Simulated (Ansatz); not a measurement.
# Ir (Ir, omega (AlB2-type)): the cost of one run

Computed with Ansatz 0.2.0 (DFT PBEsol, plane waves (420 eV) with PAW, scalar-relativistic; PBE-made PAW files, unless a step says otherwise).

## Step 1: The system as given

Symmetry: P6/mmm, No. 191, hexagonal system. The conventional cell has a = 4.308 Å, b = 4.308 Å, c = 2.641 Å, α = 90.00°, β = 90.00°, γ = 120.00°. Around Ir (site symmetry 6/mmm) lie 14 Ir at 2.64 to 2.82 Å. Ir (site symmetry -6m2) has 11 Ir at 2.49 to 2.82 Å as nearest neighbours.

Coordinates:

```cif
data_structure
_symmetry_space_group_name_H-M 'P6/mmm'
_symmetry_Int_Tables_number 191
_cell_length_a 4.3081
_cell_length_b 4.3081
_cell_length_c 2.6409
_cell_angle_alpha 90.000
_cell_angle_beta 90.000
_cell_angle_gamma 120.000
_cell_volume 42.45
loop_
_atom_site_label
_atom_site_type_symbol
_atom_site_symmetry_multiplicity
_atom_site_Wyckoff_symbol
_atom_site_fract_x
_atom_site_fract_y
_atom_site_fract_z
_atom_site_occupancy
Ir1 Ir 1 a 0.00000 0.00000 0.00000 1
Ir2 Ir 2 d 0.33333 0.66667 0.50000 1
```

## Step 2: Relaxing cell and atoms

File input.yaml:

```yaml
crystal:
  lattice:
    - [4.3081096287, 0.0, 0.0]
    - [-2.1540548143, 3.7309323807, 0.0]
    - [0.0, 0.0, 2.6408712024]
  atoms:
    - { symbol: Ir, position: [0.0, 0.0, 0.0] }
    - { symbol: Ir, position: [0.3333333333, 0.6666666667, 0.5] }
    - { symbol: Ir, position: [0.6666666667, 0.3333333333, 0.5] }
hamiltonian:
  xc: pbesol
  pseudopotentials:
    kind: paw
    azcp:
      Ir: "pseudopotentials/Ir.paw.azcp"
basis:
  ecutwfc: 420
  fft_grid_basis: typed
kpoints:
  mp_grid: { grid: [9, 9, 12], shift: [0, 0, 0] }
magnetization:
  spin_polarized: false
scf:
  occupations: { method: fermi_dirac, width: 0.1 }
relax:
  max_steps: 60
  f_tol: 0.01
  cell: {}
output:
  write_density: true
  write_potential: true
  elf: true
  volumetric_format: npy
```

What time and memory should one allow on 2 threads of an Arm CPU, shared host?

About 21 s, with a peak of 0.38 GiB.
